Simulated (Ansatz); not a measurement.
# C3H3ClFInO2: how energies converge with the basis set

How large a basis does C3H3ClFInO2 need? Two functionals are run in growing sets.

Method: one geometry, several basis sets; program: Ansatz 0.2.0, Gaussian basis.

The runs, in order: PBE0-D4/def2-SVP; ωB97M-V/def2-SVP; PBE0-D4/def2-QZVPP; ωB97M-V/def2-QZVPP; the functionals' def2-TZVPP values are taken from earlier runs.

## (1) The relaxed structure

The geometry comes from an earlier relaxation with PBE0-D4 in a triple-zeta def2 set; it is a stationary point, not always the lowest conformer. In takes the def2 core potential; no spin-orbit term is included.

SMILES `[F][In-]1([Cl])[O]C=CC=[O+]1`, 11 atoms, charge 0, spin multiplicity 1.

Atoms are counted from 1 here; the program's logs count them from 0.

Bond lengths: F1–In2 1.935 Å, In2–Cl3 2.296 Å, In2–O4 2.103 Å, In2–O8 2.103 Å, O4–C5 1.265 Å, C5–C6 1.391 Å, C5–H9 1.096 Å, C6–C7 1.391 Å, C6–H10 1.082 Å, C7–O8 1.265 Å, C7–H11 1.096 Å. Angles: F1–In2–Cl3 122.9°, F1–In2–O4 106.9°, F1–In2–O8 106.9°, Cl3–In2–O4 112.6°, Cl3–In2–O8 112.6°, O4–In2–O8 89.9°, In2–O4–C5 123.8°, O4–C5–C6 128.4°, O4–C5–H9 114.7°, C6–C5–H9 116.9°, C5–C6–C7 125.8°, C5–C6–H10 117.1°, C7–C6–H10 117.1°, C6–C7–O8 128.4°, C6–C7–H11 116.9°, O8–C7–H11 114.7°, In2–O8–C7 123.8°.

## (2) PBE0-D4 in def2-SVP

The input, in.yaml:

```yaml
crystal:
  periodic: [false, false, false]
  atoms:
    - {symbol: F, position_ang: [-1.667125, -2.745007, -0.274325]}
    - {symbol: In, position_ang: [-0.846190, -1.240454, -1.171485]}
    - {symbol: Cl, position_ang: [-0.895372, -0.968804, -3.451257]}
    - {symbol: O, position_ang: [-1.447830, 0.490841, -0.139403]}
    - {symbol: C, position_ang: [-0.687541, 1.155819, 0.622804]}
    - {symbol: C, position_ang: [0.650759, 0.924432, 0.923032]}
    - {symbol: C, position_ang: [1.428124, -0.116152, 0.425441]}
    - {symbol: O, position_ang: [1.090267, -1.035095, -0.376188]}
    - {symbol: H, position_ang: [-1.160452, 2.023060, 1.098262]}
    - {symbol: H, position_ang: [1.129409, 1.614862, 1.604210]}
    - {symbol: H, position_ang: [2.471348, -0.160403, 0.759408]}
basis:
  gaussian: {orbitals: def2-SVP}
hamiltonian: {xc: pbe0, dispersion: d4}
output: {orbitals: {seedname: orbitals}}
```

Command:

```sh
$ ansatz run in.yaml --threads 2 --pin off --events-out ev --progress --plain --max-ram 32768MiB --backend cpu
```

What it wrote:

```text
Functional definition: PBE0
  name "PBE0"
  cite "Adamo & Barone, J. Chem. Phys. 110, 6158 (1999) doi:10.1063/1.478522"
  cite "Perdew, Burke & Ernzerhof, Phys. Rev. Lett. 77, 3865 (1996) doi:10.1103/PhysRevLett.77.3865"
  parent pbe
  parameter a = 0.25
  parameter kappa = 0.804
  parameter beta = 0.06672455060314922
  exchange = (1 - a)*pbe_x(kappa = kappa, mu = beta*pi^2/3) + a*exact_x
  correlation = pbe_c(beta = beta)
1472 factors; integrals over basis functions are off by at most 1.1e-3 eV
mean field evaluation 1: about -27635.9865 eV, gradient 6.3e1 eV
mean field evaluation 2: about -27626.4079 eV, gradient 9.9e1 eV
mean field evaluation 4: about -27643.4825 eV, gradient 2.9e0 eV
mean field evaluation 8: about -27643.7869 eV, gradient 3.5e-1 eV
mean field evaluation 16: about -27643.7872 eV, gradient 2.5e-4 eV
mean field -27643.78719742 eV, -1015.8904418732 hartree, gradient 1.4e-5 eV, S^2 0.000000; 0 other end points of the search recorded, 0 dependent functions left out
reference -27643.78723983 eV, -1015.8904434319 hartree; 42, 42 occupied and 101, 101 virtual orbitals, 1472 factors
Total energy: -27644.06918123 eV, -1015.9008045872 hartree
```

It took 3.9 s on 2 threads of AMD EPYC 7R13, shared host; peak memory 0.45 GiB.

## (3) ωB97M-V in def2-SVP

Edit in.yaml of step 2 so:

```diff
@@ -16,3 +16,3 @@
   gaussian: {orbitals: def2-SVP}
-hamiltonian: {xc: pbe0, dispersion: d4}
+hamiltonian: {xc: {name: wB97M-V}}
 output: {orbitals: {seedname: orbitals}}
```

Same command.

What it wrote (excerpt; [...] marks lines left out):

```text
Functional definition: wB97M-V
  name "wB97M-V"
  cite "Mardirossian & Head-Gordon, J. Chem. Phys. 144, 214110 (2016) doi:10.1063/1.4952647"
  cite "Becke, J. Chem. Phys. 107, 8554 (1997) doi:10.1063/1.475007"
  cite "Vydrov & Van Voorhis, J. Chem. Phys. 133, 244103 (2010) doi:10.1063/1.3521275"
  # Of w^i u^j: cxij and so on, Table III.
[...]
  gx(w, u) = 1 - cx + cx01*u + cx10*w
  gss(w, u) = css00 + css04*u^4 + css10*w + css20*w^2 + css43*w^4*u^3
  gos(w, u) = cos00 + cos10*w + (cos20 + cos21*u)*w^2 + (cos60 + cos61*u)*w^6
[...]
      + integral(e_c_pw_mod_opposite_spin*gos(b97_w_opposite, b97_u_opposite)) + vv10(b, c)
1472 factors; integrals over basis functions are off by at most 1.1e-3 eV
331 factors; integrals over basis functions are off by at most 9.1e-6 eV
[...]
mean field -27653.58918040 eV, -1016.2506581038 hartree, gradient 5.8e-5 eV, S^2 0.000000; 0 other end points of the search recorded, 0 dependent functions left out
reference -27653.58924574 eV, -1016.2506605051 hartree; 42, 42 occupied and 101, 101 virtual orbitals, 1472 factors
Total energy: -27653.58924574 eV, -1016.2506605051 hartree
```

Run time: 13 s. Hardware: 2 threads of AMD EPYC 7R13, shared host; peak memory 0.63 GiB.

## (4) PBE0-D4 in def2-QZVPP

Edit in.yaml of step 3 so:

```diff
@@ -15,4 +15,4 @@
 basis:
-  gaussian: {orbitals: def2-SVP}
-hamiltonian: {xc: {name: wB97M-V}}
+  gaussian: {orbitals: "def2-QZVPP.json"}
+hamiltonian: {xc: pbe0, dispersion: d4}
 output: {orbitals: {seedname: orbitals}}
```

Command:

```sh
$ ansatz run in.yaml --threads 2 --pin off --events-out ev --progress --plain --max-ram 32768MiB --backend cuda --devices 0, --max-vram 18GiB
```

What it wrote:

```text
Functional definition: PBE0
  name "PBE0"
  cite "Adamo & Barone, J. Chem. Phys. 110, 6158 (1999) doi:10.1063/1.478522"
  cite "Perdew, Burke & Ernzerhof, Phys. Rev. Lett. 77, 3865 (1996) doi:10.1103/PhysRevLett.77.3865"
  parent pbe
  parameter a = 0.25
  parameter kappa = 0.804
  parameter beta = 0.06672455060314922
  exchange = (1 - a)*pbe_x(kappa = kappa, mu = beta*pi^2/3) + a*exact_x
  correlation = pbe_c(beta = beta)
2100 factors; their error is unknown
mean field evaluation 1: about -27650.8431 eV, gradient 7.6e1 eV
mean field evaluation 2: about -27638.0694 eV, gradient 1.2e2 eV
mean field evaluation 4: about -27660.9510 eV, gradient 4.4e0 eV
mean field evaluation 8: about -27660.9828 eV, gradient 3.9e-1 eV
mean field evaluation 16: about -27661.0477 eV, gradient 2.7e-4 eV
mean field -27661.04772074 eV, -1016.5247544058 hartree, gradient 8.7e-5 eV, S^2 0.000000; 0 other end points of the search recorded, 0 dependent functions left out
reference -27661.04776751 eV, -1016.5247561243 hartree; 42, 42 occupied and 542, 542 virtual orbitals, 2100 factors
Total energy: -27661.32970891 eV, -1016.5351172796 hartree
```

Wall time 6.5 s (1 × H100 (card shared with other runs) with 2 threads of AMD EPYC 7R13, shared host); peak host memory 1.1 GiB.

## (5) ωB97M-V in def2-QZVPP

Edit in.yaml of step 4 so:

```diff
@@ -16,3 +16,3 @@
   gaussian: {orbitals: "def2-QZVPP.json"}
-hamiltonian: {xc: pbe0, dispersion: d4}
+hamiltonian: {xc: {name: wB97M-V}}
 output: {orbitals: {seedname: orbitals}}
```

Launched as before.

What it wrote (excerpt; [...] marks lines left out):

```text
Functional definition: wB97M-V
  name "wB97M-V"
  cite "Mardirossian & Head-Gordon, J. Chem. Phys. 144, 214110 (2016) doi:10.1063/1.4952647"
  cite "Becke, J. Chem. Phys. 107, 8554 (1997) doi:10.1063/1.475007"
  cite "Vydrov & Van Voorhis, J. Chem. Phys. 133, 244103 (2010) doi:10.1063/1.3521275"
  # Of w^i u^j: cxij and so on, Table III.
[...]
  gx(w, u) = 1 - cx + cx01*u + cx10*w
  gss(w, u) = css00 + css04*u^4 + css10*w + css20*w^2 + css43*w^4*u^3
  gos(w, u) = cos00 + cos10*w + (cos20 + cos21*u)*w^2 + (cos60 + cos61*u)*w^6
[...]
      + integral(e_c_pw_mod_opposite_spin*gos(b97_w_opposite, b97_u_opposite)) + vv10(b, c)
2044 factors; their error is unknown
437 factors; integrals over basis functions are off by at most 3.5e-5 eV
[...]
mean field -27671.03780824 eV, -1016.8918833499 hartree, gradient 4.9e-5 eV, S^2 0.000000; 0 other end points of the search recorded, 0 dependent functions left out
reference -27671.03788514 eV, -1016.8918861757 hartree; 42, 42 occupied and 542, 542 virtual orbitals, 2044 factors
Total energy: -27671.03788514 eV, -1016.8918861757 hartree
```

It took 11 s on 1 × H100 (card shared with other runs) with 2 threads of AMD EPYC 7R13, shared host; peak host memory 1.3 GiB.

## (6) Density functionals: the series

The def2-TZVPP values come from earlier runs at the same geometry.

| functional | basis | functions | energy (eV) | from the largest (eV) | HOMO (eV) | LUMO (eV) |
| --- | --- | --- | --- | --- | --- | --- |
| PBE0-D4 | def2-SVP | 143 | -27644.0692 | 17.261 | -8.03 | -2.52 |
| PBE0-D4 | def2-TZVPP | 320 | -27660.3665 | 0.963 | -8.07 | -2.64 |
| PBE0-D4 | def2-QZVPP | 584 | -27661.3297 | 0.000 | -8.09 | -2.68 |
| ωB97M-V | def2-SVP | 143 | -27653.5892 | 17.449 | -10.09 | -0.32 |
| ωB97M-V | def2-TZVPP | 320 | -27670.1319 | 0.906 | -10.16 | -0.50 |
| ωB97M-V | def2-QZVPP | 584 | -27671.0379 | 0.000 | -10.18 | -0.56 |

## (7) Results

| quantity | value |
| --- | --- |
| PBE0-D4: double and triple zeta above quadruple | 17.26, 0.96 eV |
| ωB97M-V: double and triple zeta above quadruple | 17.45, 0.91 eV |

PBE0-D4 gains 16.30 eV from double to triple zeta, then 0.96 eV more. Total energies overstate the basis error of differences, where much of it tends to cancel.
